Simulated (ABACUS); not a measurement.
## HPbNO4 in ABACUS: the effect of functional

Crystal: HPbNO4.

```
Pb O N H
1.0
     4.12042    0.00000    0.00000
    -0.00263    6.42744    0.00000
    -0.00358   -3.15584    7.72297
Pb O N H
2 8 2 2
Direct
  0.39455 0.98412 0.29275
  0.89489 0.01599 0.70734
  0.90829 0.12765 0.45631
  0.53792 0.41427 0.80503
  0.53483 0.78119 0.89398
  0.83718 0.58441 0.67328
  0.40817 0.87244 0.54376
  0.03774 0.58556 0.19480
  0.03429 0.21866 0.10603
  0.33716 0.41569 0.32670
  0.63409 0.59280 0.79270
  0.13386 0.40713 0.20725
  0.90366 0.29328 0.51149
  0.40337 0.70681 0.48858
```

The cell was built by a generator and needn't be a form met in nature.

Alike in all runs:

- Program: ABACUS 3.10.1
- Task: single point
- Potentials or basis: SG15 ONCV 1.2 PBE
- Cutoff: 1361 eV
- Density cutoff: 5442 eV
- Basis: DZP LCAO (the cutoffs set its grid)
- k mesh: 7 × 5 × 4
- Occupations: fermi-dirac, width 0.05 eV
- Spin: no spin polarisation

| functional | gap on the mesh (eV) | pressure (GPa) | largest force (eV/Å) |
| --- | --- | --- | --- |
| LDA | 3.20 | 0.1 | 1.68 |
| PBE | 3.24 | 4.0 | 1.69 |
| PBEsol | ? | ? | ? |
| AM05 | 3.25 | 2.7 | 1.43 |
| BLYP | 3.23 | 6.6 | 2.31 |
| SCAN | 3.68 | 0.5 | 1.39 |

**Question.** What does the run with functional PBEsol give?

**Answer.** gap on the mesh 3.24 eV; pressure 1.9 GPa; largest force 1.50 eV/Å.

Caveats: the atomic orbitals were generated for these runs and aren't a published set; spin-orbit coupling is left out, which as a rule narrows the gap of such compounds by several tenths of an eV; an odd mesh through Γ misses points on the zone boundary, where band edges often lie; the basis of atomic orbitals isn't converged, which shifts pressures, moduli and gaps; the potentials were made for another functional, which shifts forces and pressure (some runs); forces of over 1 eV/Å show positions far from the minimum, so gaps and moduli don't describe the material at rest (some runs).
